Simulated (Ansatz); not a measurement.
# ClGeH5OSi: the cost of one run

All numbers are computed with the Python package of Ansatz 0.2.0. Level of theory: B3LYP+D4/def2-SVP.

## Step 1: Starting point

Bond lengths: Cl1–Si2 2.041 Å, Si2–O3 1.730 Å, O3–Ge4 1.844 Å, Si2–H5 1.483 Å, Si2–H6 1.482 Å, Ge4–H7 1.508 Å, Ge4–H8 1.563 Å, Ge4–H9 1.591 Å. Angles: Cl1–Si2–O3 108.6°, Cl1–Si2–H5 107.2°, Cl1–Si2–H6 109.1°, O3–Si2–H5 110.8°, O3–Si2–H6 110.8°, H5–Si2–H6 110.2°, Si2–O3–Ge4 101.8°, O3–Ge4–H7 112.8°, O3–Ge4–H8 105.5°, O3–Ge4–H9 109.4°, H7–Ge4–H8 109.1°, H7–Ge4–H9 113.1°, H8–Ge4–H9 106.5°.

No structure file is read: the coordinates are typed or built in the script.

## Step 2: The code

File bend_clgeh5osi.py:

```python
import warnings

import ansatz
from ase import Atoms


def main() -> None:
    warnings.simplefilter("ignore", ansatz.DeckWarning)

    atoms = Atoms(["Cl", "Si", "O", "Ge", "H", "H", "H", "H", "H"], positions=[
        [-0.7247, 2.1806, -2.3291],
        [0.0449, 1.0777, -0.7939],
        [-0.9692, -0.3019, -0.5438],
        [-0.0725, -1.192, 0.7996],
        [1.4101, 0.6609, -1.1949],
        [0.1036, 1.9172, 0.426],
        [1.3135, -1.6218, 0.3904],
        [-0.9319, -2.4611, 1.1072],
        [-0.0853, -0.3059, 2.1214],
    ])

    first = (
        ansatz.Crystal.molecule_from_ase(atoms).calculation()
        .basis(gaussian="def2-SVP")
        .functional("B3LYP", dispersion="d4")
        .relax(force_tolerance=0.02, max_steps=80)
    )
    atoms.positions = first.run(threads=1, backend="cpu").report["positions_ang"]

    rows = []
    for angle in [85, 95, 105, 115, 125, 140, 160]:
        bent = atoms.copy()
        bent.set_angle(1, 2, 3, angle, indices=[3, 6, 7, 8])
        calculation = ansatz.Crystal.molecule_from_ase(bent).calculation()
        calculation = calculation.basis(gaussian="def2-SVP").functional("B3LYP", dispersion="d4")
        rows.append((angle, calculation.run(threads=1, backend="cpu").report["free_energy_ev"]))
    floor = min(e for _, e in rows)
    for angle, e in rows:
        print(f"angle Si1-O2-Ge3 = {angle:3d} deg   {1000 * (e - floor):9.1f} meV")


if __name__ == "__main__":
    main()
```

## Step 3: The calls as engine input

The engine receives this input (first run):

```yaml
crystal:
  periodic: [false, false, false]
  atoms:
    - { symbol: Cl, position_ang: [-0.7247, 2.1806, -2.3291] }
    - { symbol: Si, position_ang: [0.0449, 1.0777, -0.7939] }
    - { symbol: O, position_ang: [-0.9692, -0.3019, -0.5438] }
    - { symbol: Ge, position_ang: [-0.0725, -1.192, 0.7996] }
    - { symbol: H, position_ang: [1.4101, 0.6609, -1.1949] }
    - { symbol: H, position_ang: [0.1036, 1.9172, 0.426] }
    - { symbol: H, position_ang: [1.3135, -1.6218, 0.3904] }
    - { symbol: H, position_ang: [-0.9319, -2.4611, 1.1072] }
    - { symbol: H, position_ang: [-0.0853, -0.3059, 2.1214] }
basis:
  gaussian:
    orbitals: def2-SVP
hamiltonian:
  xc: b3lyp
  dispersion: d4
relax:
  f_tol: 0.02
  max_steps: 80
```

## Step 4: Launch

Command:

```console
python bend_clgeh5osi.py
```

What time and memory should one allow on 1 thread of Arm Neoverse V1, shared host?

About 3.7 min, with a peak of 0.32 GiB.
